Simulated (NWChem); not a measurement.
**HSe (SMILES [SeH]) at 6 levels**

We compute a comparison of 6 runs (UBLYP/cc-pVTZ, UM06-L/cc-pVTZ, UB3LYP/cc-pVTZ, UPBE/cc-pVTZ, UPBE0/cc-pVTZ, UCCSD/cc-pVTZ) of HSe. 

The calculation is run with NWChem 7.3.0.

### Step 1. The molecule

HSe: 2 atoms, total charge 0, spin state doublet. SMILES: `[SeH]`. The Se1–H2 distance was set to 1.692 Å, away from the relaxed value.

Bond lengths: Se1–H2 1.692 Å.

### Step 2. The energy at UBLYP/cc-pVTZ (run 1)

Input file calc.xyz:

```xyz
2
HSe
Se    -0.812122     0.293414    -0.410676
H      0.624700    -0.225700     0.315900
```

Input file calc.nw:

```
START calc
TITLE "HSe"
memory stack 880 mb heap 220 mb global 1100 mb
charge 0
GEOMETRY noautosym nocenter noautoz
   load calc.xyz
END
BASIS spherical bse
   * library cc-pVTZ
END
DFT
   xc becke88 lyp
   mult 2
   grid xfine
   convergence energy 1e-08
   iterations 100
   mulliken
   print low
END
TASK dft
```

Command:

```sh
$ nwchem calc.nw > calc.out
```

Output:

```text
[...]
 d= 0,ls=0.0,diis     1  -2402.1591737917 -2.41D+03  4.10D-03  1.17D-01    13.7
[...]
 d= 0,ls=0.5,diis    16  -2402.1855971912 -4.87D-09  8.64D-07  2.14D-09   102.3
[...]
         Total DFT energy =    -2402.185597193341
      One electron energy =    -3364.032966727065
           Coulomb energy =     1038.649104227059
    Exchange-Corr. energy =      -87.437204684934
 Nuclear repulsion energy =       10.635469991599
[...]
      Total Density - Mulliken Population Analysis
     ---------------------------------------------
    Atom       Charge   Shell Charges
 -----------   ------   -------------------------------------------------------
    1 Se  34    34.04   2.00  2.01  1.91  0.51  1.07  0.46  6.00  5.83  0.97  2.10  1.16  9.61  0.40  0.02  0.00
    2 H    1     0.96   0.20  0.49  0.23  0.00  0.03  0.00
[...]
      <S2> =      0.7525 (Exact =     0.7500)
[...]
```

Wall time 1.8 min (1 thread of Intel Xeon Platinum 8488C (Sapphire Rapids), shared host); peak memory 0.13 GiB.

### Step 3. The energy at UM06-L/cc-pVTZ (run 2)

Input file hse.nw:

```
start hse
memory stack 880 mb heap 220 mb global 1100 mb
charge 0

geometry noautosym nocenter noautoz
  Se      -0.812122       0.293414      -0.410676
  H        0.624700      -0.225700       0.315900
end

basis spherical bse
  * library cc-pVTZ
end

dft
  xc m06-l
  mult 2
  grid xfine
  convergence energy 1e-08
  maxiter 100
  mulliken
  print low
end

task dft energy
```

Command:

```sh
$ nwchem hse.nw > hse.out
```

Output:

```text
[...]
 d= 0,ls=0.0,diis     1  -2402.0528228182 -2.41D+03  3.11D-03  4.77D-02    12.7
[...]
 d= 0,ls=0.5,diis    17  -2402.0643673526 -3.62D-09  3.94D-07  1.02D-09   110.0
[...]
         Total DFT energy =    -2402.064367353945
      One electron energy =    -3364.965222864158
           Coulomb energy =     1039.660375613325
    Exchange-Corr. energy =      -87.394990094710
 Nuclear repulsion energy =       10.635469991599
[...]
      Total Density - Mulliken Population Analysis
     ---------------------------------------------
    Atom       Charge   Shell Charges
 -----------   ------   -------------------------------------------------------
    1 Se  34    34.06   2.00  2.00  1.95  0.44  1.05  0.51  6.00  5.86  0.89  2.23  1.08  9.63  0.37  0.03  0.00
    2 H    1     0.94   0.19  0.54  0.17  0.00  0.03  0.00
[...]
      <S2> =      0.7553 (Exact =     0.7500)
[...]
```

It took 2 min on 1 thread of Intel Xeon Platinum 8488C (Sapphire Rapids), shared host; peak memory 0.13 GiB.

Runs 3 to 5 aren't shown in full; the table further down has their settings and results.

### Step 4. A single-point energy at UCCSD/cc-pVTZ (run 6)

Input file mymol.nw:

```
start mymol
memory total 2200 mb

geometry noautosym nocenter noautoz
  Se      -0.812122       0.293414      -0.410676
  H        0.624700      -0.225700       0.315900
end

basis spherical bse
  * library cc-pVTZ
end

scf
  doublet
  uhf
  thresh 1e-08
  maxiter 80
  noprint "final vectors analysis"
end

tce
  scf
  ccsd
  freeze core 9
  maxiter 60
end

task tce
```

Command:

```sh
$ nwchem mymol.nw > mymol.out
```

Output:

```text
[...]
  functions       =    57
[...]
  wavefunction    = UHF
[...]
         Total SCF energy =  -2400.437743685848
      One electron energy =  -3365.401907335355
      Two electron energy =    954.328693657908
 Nuclear repulsion energy =     10.635469991599
                       Sz =      0.5000
                 Sz(Sz+1) =      0.7500
                      S^2 =      0.7646
[...]
         Wavefunction type : Unrestricted Hartree-Fock
          No. of electrons :    35
[...]
         Spin multiplicity : doublet
[...]
 CCSD total energy / hartree       =     -2400.654596923900499
[...]
```

Run time: 2.7 min. Hardware: 1 thread of Intel Xeon Platinum 8488C (Sapphire Rapids), shared host; peak memory 0.32 GiB.

### Step 5. The series

```csv
run,level,integration grid,iteration cap,energy (Eh),⟨S²⟩,wall time
1,UBLYP/cc-pVTZ,xfine,100,-2402.185597,0.752,1.8 min
2,UM06-L/cc-pVTZ,xfine,100,-2402.064367,0.755,2 min
3,UB3LYP/cc-pVTZ,xfine,100,-2402.185301,0.753,74 s
4,UPBE/cc-pVTZ,xfine,100,-2401.782298,0.753,1.8 min
5,UPBE0/cc-pVTZ,xfine,100,-2401.859433,0.755,77 s
6,UCCSD/cc-pVTZ,–,80,-2400.654597,0.765,2.7 min
```

### Step 6. What came out

| quantity | value |
| --- | --- |
| run 6: total energy | -2400.65460 Eh |
| run 6: correlation energy (9 core orbitals frozen) | -216.9 mEh |
| run 6: ⟨S²⟩ of the reference determinant | 0.765 |

Over runs 3, 4, 5 the dipole moment (its size) runs from 0.43 D (UB3LYP/cc-pVTZ) to 0.50 D (UPBE0/cc-pVTZ). Totals of different functionals can't be ranked against each other. All runs together took 11 min, the longest 2.7 min.
